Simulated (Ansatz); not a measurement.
# C2H6GeSi: one species, many methods

An exercise on one series of results from a longer session: the logs are not shown, and one member is left open.

Program: Ansatz 0.2.0, Gaussian basis. Level of theory: functionals in def2-TZVPP, the program's frozen cores in correlated methods. These are calculated values, not measurements.

Levels to be run: PBE-D4, r2SCAN-D4, PBE0-D4, B3LYP-D4, ωB97X-V, ωB97M-V, B2PLYP; CCSD(T)/def2-TZVPP; MP2/def2-QZVPP; extrapolation to the limit.

### The relaxed structure

The geometry comes from an earlier relaxation with PBE0-D4 in a triple-zeta def2 set; it is a stationary point, not always the lowest conformer.

SMILES `[SiH3][C]1=[CH][GeH2]1`, 10 atoms, charge 0, spin multiplicity 1.

Atoms are counted from 1 here; the program's logs count them from 0.

Bond lengths: Si1–C2 1.843 Å, Si1–H5 1.489 Å, Si1–H6 1.486 Å, Si1–H7 1.486 Å, C2–C3 1.325 Å, C2–Ge4 1.938 Å, C3–Ge4 1.900 Å, C3–H8 1.085 Å, Ge4–H9 1.528 Å, Ge4–H10 1.528 Å. Angles: C2–Si1–H5 111.7°, C2–Si1–H6 109.0°, C2–Si1–H7 109.0°, H5–Si1–H6 109.3°, H5–Si1–H7 109.3°, H6–Si1–H7 108.7°, Si1–C2–C3 142.2°, Si1–C2–Ge4 149.5°, C3–C2–Ge4 68.3°, C2–C3–Ge4 71.3°, C2–C3–H8 136.2°, Ge4–C3–H8 152.5°, C2–Ge4–C3 40.4°, C2–Ge4–H9 119.2°, C2–Ge4–H10 119.2°, C3–Ge4–H9 120.0°, C3–Ge4–H10 120.0°, H9–Ge4–H10 116.4°.

Coordinates:

```
atom    x (Å)    y (Å)    z (Å)
 Si1  -1.0040   1.0235  -1.0509
  C2  -0.0390  -0.1669  -0.0269
  C3   0.0931  -1.4602   0.2288
 Ge4   1.3391  -0.4993   1.2943
  H5  -2.0014   0.3274  -1.9097
  H6  -1.7094   1.9730  -0.1517
  H7  -0.0667   1.7905  -1.9116
  H8  -0.3739  -2.3771  -0.1136
  H9   1.0387  -0.2343   2.7685
 H10   2.8066  -0.4279   0.8756
```

Set-up of the first run:

File in.yaml:

```yaml
crystal:
  periodic: [false, false, false]
  atoms:
    - {symbol: Si, position_ang: [-1.004047, 1.023469, -1.050905]}
    - {symbol: C, position_ang: [-0.039047, -0.166924, -0.026935]}
    - {symbol: C, position_ang: [0.093104, -1.460157, 0.228842]}
    - {symbol: Ge, position_ang: [1.339116, -0.499282, 1.294258]}
    - {symbol: H, position_ang: [-2.001404, 0.327378, -1.909719]}
    - {symbol: H, position_ang: [-1.709403, 1.973043, -0.151748]}
    - {symbol: H, position_ang: [-0.066669, 1.790490, -1.911561]}
    - {symbol: H, position_ang: [-0.373903, -2.377118, -0.113575]}
    - {symbol: H, position_ang: [1.038741, -0.234290, 2.768518]}
    - {symbol: H, position_ang: [2.806614, -0.427909, 0.875628]}
basis:
  gaussian: {orbitals: def2-TZVPP}
hamiltonian: {xc: pbe, dispersion: d4}
output: {forces: true, orbitals: {seedname: orbitals}}
```

On the command line:

```sh
$ ansatz run in.yaml --threads 4 --pin off --events-out ev --progress --plain --max-ram 10444MiB
```

Among the steps run: PBE-D4 (GGA); r2SCAN-D4 (meta-GGA); PBE0-D4 (hybrid); B3LYP-D4 (hybrid); ωB97X-V (range-separated); ωB97M-V (range-separated); B2PLYP (double hybrid); CCSD(T) in def2-TZVPP; MP2 in def2-QZVPP.

One table of the session follows, with a row left open; its other results are not shown here.

```
            method  atomisation energy (kJ/mol)
            PBE-D4                       3355.1
         r2SCAN-D4                       3333.1
           PBE0-D4                       3315.8
          B3LYP-D4                       3307.8
           ωB97X-V                       3336.1
           ωB97M-V                       3314.9
            B2PLYP                       3278.9
     HF/def2-TZVPP                       2416.5
    MP2/def2-TZVPP                       3276.8
   CCSD/def2-TZVPP                       3197.6
CCSD(T)/def2-TZVPP                       3251.9
           MP2/CBS                       3356.4
       CCSD(T)/CBS                            ?
```

**Question.** Estimate the row for CCSD(T)/CBS.

The run gave: atomisation energy (kJ/mol): 3331.5. In the column «atomisation energy (kJ/mol)» it lies between PBE0-D4 (3315.8) and r2SCAN-D4 (3333.1).

Limits of these values: Free atoms (1 Si, 2 C, 1 Ge, 6 H) were run apart at each level; the atomisation energy is their sum less the molecule, without zero-point or spin-orbit terms.
